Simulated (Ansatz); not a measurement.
Working through vertical spin-state energies of CH2AlClOS, SMILES S[CH]1[O][Al]1[Cl]

Program: Ansatz 0.2.0, Python API.

Interactive session:
```pycon
>>> import warnings
>>> import ansatz as az
>>> BASIS = "6-31G"
>>> FUNCTIONAL = "r2SCAN"
>>> VDW = "d3bj"
>>> GEOMETRY = """
... S    -0.96090   -0.61510    1.35310
... C     0.53850   -0.31280    0.43780
... O     0.75090   -1.36410   -0.47110
... Al    0.39020    0.17580   -1.41120
... Cl   -1.06700    1.29070   -2.72260
... H    -1.06390    0.79280    1.74380
... H     1.47350   -0.03530    1.02440
... """
>>> warnings.simplefilter("ignore", az.DeckWarning)
>>> system = az.Crystal.molecule()
>>> for line in GEOMETRY.strip().splitlines():
...     symbol, *xyz = line.split()
...     system = system.atom(symbol, [float(v) for v in xyz])
...
>>> base = system.calculation()
>>> base = base.basis(gaussian=BASIS)
>>> base = base.functional(FUNCTIONAL, dispersion=VDW)
>>> base = base.scf(lower_state_search="off")
>>> found = {}
>>> for unpaired in [0, 2, 4]:
...     report = base.spin("collinear", total=unpaired).run(threads=1).report
...     s = unpaired / 2
...     found[unpaired] = report["free_energy_ev"]
...     print(f"2S+1 = {unpaired + 1}: E = {found[unpaired]:.5f} eV, <S^2> = {abs(report['mean_field']['state']['spin_squared']):.3f} (pure state {s * (s + 1):.2f})")
...
2S+1 = 1: E = -33063.25697 eV, <S^2> = 0.000 (pure state 0.00)
2S+1 = 3: E = -33062.67039 eV, <S^2> = 2.005 (pure state 2.00)
2S+1 = 5: E = -33057.11174 eV, <S^2> = 6.008 (pure state 6.00)
>>> lowest = min(found, key=found.get)
>>> for unpaired, e in found.items():
...     print(f"multiplicity {unpaired + 1}: {96.485332 * (e - found[lowest]):.1f} kJ/mol above the lowest")
...
multiplicity 1: 0.0 kJ/mol above the lowest
multiplicity 3: 56.6 kJ/mol above the lowest
multiplicity 5: 592.9 kJ/mol above the lowest
```

In order: multiplicity 1 (+0.00 eV), multiplicity 3 (+0.59 eV) and multiplicity 5 (+6.15 eV), all at the one geometry.

What to keep in mind:
- The settings weren't tested for convergence.
- The geometry is a force-field or estimated start, not a minimum of this method, and the basis set is short of its limit. All parts are taken at fixed geometry, without zero-point energy.
- A dispersion term here runs with damping parameters fitted for another variant or functional.
- The script silences the warnings on its input, which a real study should read.
- The whole script took 18 s on 1 thread of Arm Neoverse V1, on a shared host, peak memory 0.17 GiB.

(Lines on the test bed's own set-up are left out of the output.)
